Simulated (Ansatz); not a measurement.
# F2H2MoO2S: the cost of one run

Program: Ansatz 0.2.0, Gaussian basis. Level of theory: functionals in def2-TZVPP, the program's frozen cores in correlated methods. These are calculated values, not measurements.

Plan: PBE-D4, r2SCAN-D4, PBE0-D4, B3LYP-D4, ωB97X-V, ωB97M-V, B2PLYP; CCSD(T)/def2-TZVPP; MP2/def2-QZVPP; extrapolation to the limit.

## 1. The geometry

All runs share one geometry, relaxed beforehand with PBE0-D4 in a triple-zeta def2 set. Mo takes the def2 core potential; no spin-orbit term is included.

SMILES `[OH][Mo]([OH])([F])([F])=[S]`, 8 atoms, charge 0, spin multiplicity 1.

Atoms are counted from 1 here; the program's logs count them from 0.

Bond lengths: O1–Mo2 1.857 Å, O1–H7 0.962 Å, Mo2–O3 1.857 Å, Mo2–F4 1.838 Å, Mo2–F5 1.904 Å, Mo2–S6 2.080 Å, O3–H8 0.962 Å. Angles: Mo2–O1–H7 121.4°, O1–Mo2–O3 146.0°, O1–Mo2–F4 90.8°, O1–Mo2–F5 80.9°, O1–Mo2–S6 106.2°, O3–Mo2–F4 90.8°, O3–Mo2–F5 80.9°, O3–Mo2–S6 106.2°, F4–Mo2–F5 149.7°, F4–Mo2–S6 104.9°, F5–Mo2–S6 105.4°, Mo2–O3–H8 121.4°.

Coordinates:

```xyz
8
F2H2MoO2S
O    -1.0362    1.4445   -0.2918
Mo   -0.2670   -0.2354   -0.1048
O     1.2951   -1.2335   -0.2157
F    -0.6821   -0.6462   -1.8476
F     0.7952    0.7249    1.1496
S    -1.5928   -1.3571    1.0399
H    -0.6282    2.2275    0.0906
H     2.1160   -0.9247    0.1799
```

## 2. PBE-D4 (GGA)

in.yaml reads:

```yaml
crystal:
  periodic: [false, false, false]
  atoms:
    - {symbol: O, position_ang: [-1.036173, 1.444512, -0.291788]}
    - {symbol: Mo, position_ang: [-0.266996, -0.235424, -0.104839]}
    - {symbol: O, position_ang: [1.295123, -1.233550, -0.215702]}
    - {symbol: F, position_ang: [-0.682142, -0.646198, -1.847607]}
    - {symbol: F, position_ang: [0.795211, 0.724945, 1.149554]}
    - {symbol: S, position_ang: [-1.592786, -1.357063, 1.039872]}
    - {symbol: H, position_ang: [-0.628245, 2.227485, 0.090638]}
    - {symbol: H, position_ang: [2.116008, -0.924708, 0.179872]}
basis:
  gaussian: {orbitals: def2-TZVPP}
hamiltonian: {xc: pbe, dispersion: d4}
output: {forces: true, orbitals: {seedname: orbitals}}
```

Started as:

```bash
> ansatz run in.yaml --threads 2 --pin off --events-out ev --progress --plain --max-ram 32768MiB --backend cpu
```

What time and memory should one allow on 2 threads of AMD EPYC 7R13, shared host?

About 5.5 s, with a peak of 0.37 GiB.
